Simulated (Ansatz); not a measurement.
This script makes a ranking of polymorphs by energy of 2 structures of MgZn3 with Ansatz's Python interface.

The script, `polymorphs_mgzn3.py`:
```python
# -*- coding: utf-8 -*-
"""Relative energies of MgZn3 phases, after relaxing atoms and volume at fixed cell shape."""

import ansatz as az
import numpy as np
import spglib

PHASES = {
    "P-6m2": (
        [[2.97721, 0.0, 0.0], [-1.488605, 2.578339, 0.0], [0.0, 0.0, 8.778603]],
        [
            ("Mg", [2 / 3, 1 / 3, 0.5]),
            ("Zn", [2 / 3, 1 / 3, 0.0]),
            ("Zn", [0.0, 0.0, 0.759833]),
            ("Zn", [0.0, 0.0, 0.240167]),
        ],
    ),
    "Pm-3m": (
        [[3.966286, 0.0, 0.0], [0.0, 3.966286, 0.0], [0.0, 0.0, 3.966286]],
        [
            ("Mg", [0.0, 0.0, 0.0]),
            ("Zn", [0.5, 0.5, 0.0]),
            ("Zn", [0.5, 0.0, 0.5]),
            ("Zn", [0.0, 0.5, 0.5]),
        ],
    ),
}


def build(vectors, sites):
    crystal = az.Crystal(lattice=az.Lattice.of(vectors))
    for symbol, position in sites:
        crystal = crystal.atom(symbol, position)
    return crystal


def ground_state(name, crystal):
    calc = (
        crystal.calculation()
        .functional("r2SCAN", dispersion="d4")
        .basis(600)
        .kpoints(spacing=0.27)
        .occupations("cold", width=0.05)
        .stress()
        .band_table()
    )
    calc = calc.relax(force_tolerance=0.02, fix_cell=["shape"])
    return calc.run(threads=1)


def volume_per_atom(outcome):
    return abs(np.linalg.det(outcome.lattice.cell_ang)) / len(outcome.lattice.sites)


def space_group(outcome):
    sites = outcome.report["lattice"]["sites"]
    kinds = sorted({site["symbol"] for site in sites})
    cell = (outcome.lattice.cell_ang, [site["position_frac"] for site in sites], [kinds.index(site["symbol"]) for site in sites])
    return spglib.get_spacegroup(cell, symprec=0.01)


def pressure_gpa(outcome):
    return float(np.trace(outcome.report["stress_gpa"]) / 3)

phases = {name: build(*cell) for name, cell in PHASES.items()}

done = {}
for name, crystal in phases.items():
    try:
        done[name] = ground_state(name, crystal)
    except az.NonConvergedError as error:
        print(name, "did not converge:", str(error)[:120])

energy = {name: o.report["energy_sigma0_ev"] / len(o.lattice.sites) for name, o in done.items()}
lowest = min(energy.values())
rows = [(name, len(o.lattice.sites), 1000 * (energy[name] - lowest), volume_per_atom(o), space_group(o), pressure_gpa(o)) for name, o in done.items()]
rows.sort(key=lambda row: row[2])
print("| phase | atoms | dE (meV/atom) | V (A^3/atom) | space group | P (GPa) |")
print("| --- | --- | --- | --- | --- | --- |")
for row in rows:
    print(f"| {row[0]} | {row[1]:d} | {row[2]:.1f} | {row[3]:.3f} | {row[4]} | {row[5]:.2f} |")
print("lowest in energy:", rows[0][0])
```

Which of these structures comes out lowest, and how far apart are they?

By space group at the end of each run: Pm-3m (+0 meV an atom, 15.4 Å³) and P-6m2 (+68 meV an atom, 15.9 Å³).

The run itself:

```console
$ python polymorphs_mgzn3.py
| phase | atoms | dE (meV/atom) | V (A^3/atom) | space group | P (GPa) |
| --- | --- | --- | --- | --- | --- |
| Pm-3m | 4 | 0.0 | 15.433 | Pm-3m (221) | 0.01 |
| P-6m2 | 4 | 68.4 | 15.858 | P-6m2 (187) | 0.01 |
lowest in energy: Pm-3m
```

Caveats:
- Dispersion corrections can be off by several per cent in the lattices of metals, and by several GPa in the pressure at a fixed cell.
- For the metals among these phases the mesh is modest: differences between phases can be off by up to 40 meV an atom.
- Atoms and volume are relaxed with the cell's shape held, which in cells of lower than cubic symmetry can hide stresses and shift volumes.
- Pressure is positive in compression.
- The cells come from databases of deposited and of computed structures, and not all need be stable phases.
- The ranking holds among these structures alone, at zero temperature; the ground state may be another structure. Differences under about 40 meV an atom lie within the error of mesh and functional.
- Timing: 2 min on 1 thread of Arm Neoverse V1 (shared host), peak memory 0.61 GiB.
